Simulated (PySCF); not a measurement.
# C2H4N4Si: the cost of one run

Programs: PySCF 2.14.0, with density-fitted response routines of our own. Each step states its level of theory. These are calculated values for one molecule in the gas phase, unless marked as measured. Atoms are numbered from 0 throughout.

### 1 Starting geometry

11 atoms, charge 0, multiplicity 1; geometry from: GFN2-xTB.

Bonds of the start (Å): N0–C1 1.14, C1–Si2 1.87, Si2–N3 1.71, Si2–N4 1.72, Si2–C5 1.87, C5–N6 1.14, N3–H7 1.00, N3–H8 1.01, N4–H9 1.01, N4–H10 1.01.

### 2 Excited states and response: PBE0/def2-SVPD

Job settings and geometry (Å):

```
{"job": {"kind": "uv", "xc": "PBE0", "basis": "def2-SVPD", "nstates": 8, "ntriplets": 3}, "charge": 0, "multiplicity": 1}
N      2.640374    -1.526821     0.352149
C      1.654740    -0.957261     0.239633
Si     0.042743    -0.030174     0.056452
N      0.364800     1.637544    -0.130078
N     -0.752900    -0.799446    -1.257660
C     -0.843962    -0.157474     1.702894
N     -1.425593    -0.263041     2.683037
H     -0.248377     2.343817     0.237447
H      0.904393     1.979534    -0.906329
H     -0.722906    -1.799586    -1.369028
H     -1.607888    -0.424420    -1.634482
```

Method: TDDFT PBE0/def2-SVPD, vertical, gas phase, core orbitals frozen in the response.

Launch:

```sh
OMP_NUM_THREADS=1 python probes_run.py task.json out
```

This one command runs all jobs of the session in turn.

**Question.** How long does this first job take on 1 thread of Arm Neoverse V1, shared host, and how much memory does it need?

About 34 s, with a peak of 0.66 GiB.
